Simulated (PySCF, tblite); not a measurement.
**C4H11B2F2N: geometry, infrared bands and NMR shifts**

Wanted: the infrared bands and NMR shifts of C4H11B2F2N (`CC(C)B(N)CB(F)F`), by calculation.

The runs use tblite 0.8.0 and PySCF 2.14.0, with density-fitted response routines of our own; the level of theory stands in each step. All values are computed, except where a source is named. Atoms count from 0, in the outputs and in this text.

### Step 1. Starting geometry

20 atoms, charge 0, multiplicity 1; geometry from: force field or distance geometry start.

Bonds of the start (Å): C0–C1 1.53, C1–C2 1.52, C1–B3 1.61, B3–N4 1.51, B3–C5 1.59, C5–B6 1.59, B6–F7 1.45, B6–F8 1.44, C0–H9 1.12, C0–H10 1.10, C0–H11 1.12, C1–H12 1.13, C2–H13 1.12, C2–H14 1.11, C2–H15 1.11, N4–H16 1.05, N4–H17 1.05, C5–H18 1.11, C5–H19 1.12.

### Step 2. Optimising the geometry with GFN2-xTB

Job settings and geometry (Å):

```
{"job": {"kind": "relax", "xc": "GFN2-xTB", "basis": "xTB"}, "charge": 0, "multiplicity": 1}
C     -1.380300    -1.401700     0.142100
C     -0.621400    -0.205800     0.713300
C     -1.559800     0.782200     1.394100
B      0.243700     0.522300    -0.432000
N     -0.467000     1.153700    -1.602200
C      1.830700     0.578500    -0.322300
B      2.462400    -0.870500    -0.482300
F      3.223200    -1.453400     0.609500
F      2.283700    -1.616200    -1.705600
H     -1.949600    -1.921800     0.955000
H     -0.689800    -2.130200    -0.317500
H     -2.119000    -1.066000    -0.627000
H      0.076800    -0.593200     1.508200
H     -2.298300     1.186700     0.655400
H     -2.129000     0.295200     2.214300
H     -0.999500     1.633100     1.841600
H     -0.192800     2.167100    -1.623700
H     -0.083300     0.708800    -2.475300
H      2.237700     1.232300    -1.118000
H      2.126500     1.009500     0.669400
```

Run with:

```console
> OMP_NUM_THREADS=1 python probes_run.py task.json out
```

The driver reads the jobs from task.json and runs them one after another.

**Question.** This job is followed by: GFN2-xTB harmonic vibrations, gas phase; GIAO PBE0/pcSseg-1 NMR shielding, non-relativistic, gas phase. What will the session give for the following? strongest single infrared mode (GFN2-xTB); zero-point energy (GFN2-xTB); ¹³C shifts against TMS (PBE0/pcSseg-1, means over atoms taken as alike); ¹H shifts against TMS (PBE0/pcSseg-1, means over atoms taken as alike); ¹¹B shifts against BF3·OEt2 (PBE0/pcSseg-1); ¹⁵N shifts against NH3 (PBE0/pcSseg-1); ¹⁹F shifts against CFCl3 (PBE0/pcSseg-1, means over atoms taken as alike).

**Answer**, as computed:

| quantity | value |
| --- | --- |
| strongest single infrared mode (GFN2-xTB) | 1268 cm⁻¹, 481 km/mol |
| zero-point energy (GFN2-xTB) | 100.4 kcal/mol |
| ¹³C shifts against TMS (PBE0/pcSseg-1, means over atoms taken as alike) | 24.5, 19.7, 10.0 ppm |
| ¹H shifts against TMS (PBE0/pcSseg-1, means over atoms taken as alike) | 4.07, 1.11, 0.99, 0.77 ppm |
| ¹¹B shifts against BF3·OEt2 (PBE0/pcSseg-1) | 43.2, 28.5 ppm |
| ¹⁵N shifts against NH3 (PBE0/pcSseg-1) | 106.3 ppm |
| ¹⁹F shifts against CFCl3 (PBE0/pcSseg-1, means over atoms taken as alike) | -73.7 ppm |

The optimisation took 208 steps and gained 1.842 eV; among the close pairs (by a distance rule), B6–F7 changed most, from 1.453 to 1.323 Å. No mode is imaginary among the 54: a minimum at this level. The strongest single mode, at 1268 cm⁻¹, moves mainly B6. GFN2-xTB is a fitted tight-binding method: band positions and strengths are rough. Its intensities can rank the bands wrongly. At PBE0/pcSseg-1: The largest span, 285 ppm, is at F7, F8, where the paramagnetic term is -223 ppm.
